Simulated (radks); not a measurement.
**Ni³⁺ in [Ar] 3d7: an all-electron calculation**

The task here is to estimate one member of a computed series from the others.

Method: non-relativistic Kohn-Sham, TPSS, spin-polarised, spherical densities, point nucleus; open shells are filled with parallel spins first. Code: radks (a radial shooting solver on a logarithmic mesh, Libxc functionals) version 1.

**What is computed**

| Quantity | Value |
| --- | --- |
| element | nickel (Z = 28) |
| charge | +3 |
| electrons | 25 |
| configuration | [Ar] 3d7 |

Outer shells as boxes (Hund's rule):

Ni³⁺
```
[Ar] core
3d [↑↓][↑↓][↑ ][↑ ][↑ ]
```

The first run:

Settings of this run:

```text
Z 28
configuration [Ar] 3d7 4s0 4p0 4d0 4f0
relativity non-relativistic
functional tpss,tpss
spin polarised
nucleus point
```

Launch:

```
python run_ks.py task.json out
```

The same process makes all the runs of this session.

One of the session's tables, all rows but one given; the rest of the session is left out.

It belongs to the step «Radial structure». From the orbitals of this run (lengths in bohr):

```
  level      <r>  outermost maximum (interpolated)  90 % within  nodes
1s down  0.05480                            0.0361       0.0976      0
  1s up  0.05480                            0.0361       0.0976      0
  2s up   0.2481                             0.207        0.384      1
2s down   0.2478                             0.207        0.383      1
  2p up   0.2167                             0.166        0.354      0
2p down   0.2165                             0.166        0.354      0
  3s up   0.7435                             0.645         1.11      2
3s down   0.7458                             0.646         1.12      2
  3p up   0.7717                             0.647         1.19      1
3p down   0.7756                             0.648         1.19      1
  3d up        ?                                 ?            ?      ?
3d down   0.9051                             0.620         1.53      0
  4s up    2.145                              1.90         3.13      3
4s down    2.184                              1.94         3.18      3
  4p up    2.462                              2.18         3.61      2
4p down    2.510                              2.22         3.68      2
```

Estimate the missing values for 3d up.

As computed: <r>: 0.8832; outermost maximum (interpolated): 0.616; 90 % within: 1.49; nodes: 0. In the column «<r>» it lies between 3p down (0.7756) and 3d down (0.9051).

Caveats from the session: Open shells are spherical and high-spin; term and fine-structure splittings are not resolved.
